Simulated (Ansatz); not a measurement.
# ZrSi2O6: the cost of one run

Program: Ansatz 0.2.0. Level of theory: DFT PBE, scalar-relativistic, plane waves, PAW. These are calculated values, not measurements.

2 further runs of the same task are left out: 2 set aside as unsound or not needed. Runs told in other sessions of the task aren't counted.

### 1 The system as given

Symmetry: C222, No. 21, orthorhombic system. Conventional cell: a = 5.212 Å, b = 9.961 Å, c = 6.040 Å, α = 90.00°, β = 90.00°, γ = 90.00°. Around Zr (site symmetry 222) lie 4 O at 1.96 Å. Si (site symmetry 2) has 4 O at 1.63 Å in its first shell of neighbours. O (site symmetry 1) has 1 Si at 1.63 Å and 1 Zr at 1.96 Å in its first shell of neighbours. Around O (site symmetry 2) lie 2 Si at 1.63 Å.

Coordinates:

```cif
data_structure
_symmetry_space_group_name_H-M 'P 1'
_symmetry_Int_Tables_number 1
_cell_length_a 5.6212
_cell_length_b 5.6212
_cell_length_c 6.0403
_cell_angle_alpha 90.000
_cell_angle_beta 90.000
_cell_angle_gamma 124.761
_cell_volume 156.80
loop_
_atom_site_label
_atom_site_type_symbol
_atom_site_fract_x
_atom_site_fract_y
_atom_site_fract_z
_atom_site_occupancy
Zr1 Zr 0.50000 0.50000 0.50000 1
Si1 Si 0.00000 0.50000 0.84476 1
Si2 Si 0.50000 0.00000 0.15524 1
O1 O 0.82337 0.58743 0.68961 1
O2 O 0.22327 0.77673 0.00000 1
O3 O 0.58743 0.82337 0.31039 1
O4 O 0.17663 0.41257 0.68961 1
O5 O 0.77673 0.22327 0.00000 1
O6 O 0.41257 0.17663 0.31039 1
```

It is the end of an earlier relaxation with the same method, from a generated guess; it is a trial structure. At a tolerance of 0.02 Å it has space group C222 (No. 21); it has 17.42 Å³/atom, an uncorrected energy of -2.92 eV/atom over the elements.

### 2 Static run: bands, density of states and charges

The input, input.yaml:

```yaml
crystal:
  lattice:
    - [2.60598, -4.980666, 0.0]
    - [2.60598, 4.980666, 0.0]
    - [0.0, 0.0, 6.040304]
  atoms:
    - { symbol: Zr, position: [0.5, 0.5, 0.5] }
    - { symbol: Si, position: [0.0, 0.5, 0.844763] }
    - { symbol: Si, position: [0.5, 0.0, 0.155237] }
    - { symbol: O, position: [0.823367, 0.587428, 0.689607] }
    - { symbol: O, position: [0.223267, 0.776733, 0.0] }
    - { symbol: O, position: [0.587428, 0.823367, 0.310393] }
    - { symbol: O, position: [0.176633, 0.412572, 0.689607] }
    - { symbol: O, position: [0.776733, 0.223267, 0.0] }
    - { symbol: O, position: [0.412572, 0.176633, 0.310393] }
basis:
  ecutwfc: 420
kpoints:
  mp_grid: { grid: [6, 6, 4] }
  band_path:
    path:
      - [[0.0, 0.0, 0.0], [-0.5, 0.5, 0.0], [-0.31843958, 0.68156042, 0.0]]
      - [[0.31843958, 0.31843958, 0.0], [0.0, 0.0, 0.0], [0.0, 0.0, 0.5], [0.31843958, 0.31843958, 0.5]]
      - [[-0.31843958, 0.68156042, 0.5], [-0.5, 0.5, 0.5], [-0.5, 0.5, 0.0]]
      - [[0.0, 0.0, 0.0], [0.0, 0.5, 0.0], [0.0, 0.5, 0.5], [0.0, 0.0, 0.5], [-0.5, 0.5, 0.5]]
    npoints: 14
hamiltonian:
  xc: pbe
scf:
  occupations: { method: gaussian, width: 0.02 }
  n_extra_bands: 22
output:
  forces: true
  stress: true
  eigenvalues: true
  populations: true
  dos: { projected: true, de: 0.02, nscf_kmesh: { grid: [9, 9, 6] } }
  bader: true
  write_density: true
  write_potential: true
  elf: true
  volumetric_format: npy
```

Launch:

```
$ ansatz run input.yaml --threads 4 --pin off --max-ram 8192MiB --backend cpu --events-out ev --progress --plain --runs-dir out
```

What time and memory should one allow on 4 threads of Arm Neoverse V2, shared host?

About 55 s, with a peak of 0.97 GiB.
